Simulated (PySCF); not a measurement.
# InC: a composite coupled-cluster curve

An exercise on one series of results from a longer session: the logs are not shown, and one member is left open.

The runs use PySCF 2.14.0; CCSD(T) on ROHF, scalar-relativistic core potentials.

Set-up of the first run:

* molecule: InC
* state: quartet, unpaired electrons σ ↑, π ↑↑
* smaller basis: In cc-pwCVDZ-PP with ECP28, C aug-cc-pVDZ
* larger basis: In cc-pwCVTZ-PP with ECP28, C aug-cc-pVTZ
* frozen core orbitals: 5
* extrapolation: correlation as n⁻³ (n = 2, 3), Hartree–Fock as (n+1)·exp(−9√n)
* corrections: none
* distances (Å): 1.9505, 2.0391, 2.1278, 2.2165, 2.3051, 2.4159, 2.5268
* masses (u): 114.9039, 12.0000
* dissociation limit: In + C

Command:

```sh
OMP_NUM_THREADS=4 python comp.py task.json out
```

Steps of the session up to this table: Coupled cluster at each distance.

One table of the session follows, with a row left open; its other results are not shown here.

Parts of the energy along the bond, in eV from In + C:

```
 R (Å)  HF/CBS  CCSD corr.      (T)
1.9505  -1.588      -0.670  -0.1386
2.0391  -1.916      -0.611  -0.1331
2.1278       ?           ?        ?
2.2165  -2.143      -0.536  -0.1270
2.3051  -2.122      -0.512  -0.1259
2.4159  -2.023      -0.492  -0.1256
2.5268  -1.872      -0.477  -0.1261
```

Estimate the missing values for R (Å) = 2.1278.

Worked estimate for «HF/CBS». A straight line through the neighbours (2.0391, -1.916) and (2.2165, -2.143) gives -1.916 + (-2.143 + 1.916) × (2.1278 − 2.0391) / (2.2165 − 2.0391) = -2.030; a parabola fitted to 4 rows on both sides gives -2.088.

As computed: HF/CBS: -2.086; CCSD corr.: -0.567; (T): -0.1293. In «HF/CBS» the line misses by +0.056 and the parabola by -0.002.

Limits of these values: Spin–orbit coupling, core–valence correlation and excitations beyond (T) are left out. An extrapolation from double and triple zeta is rough, so this isn't yet the limit.
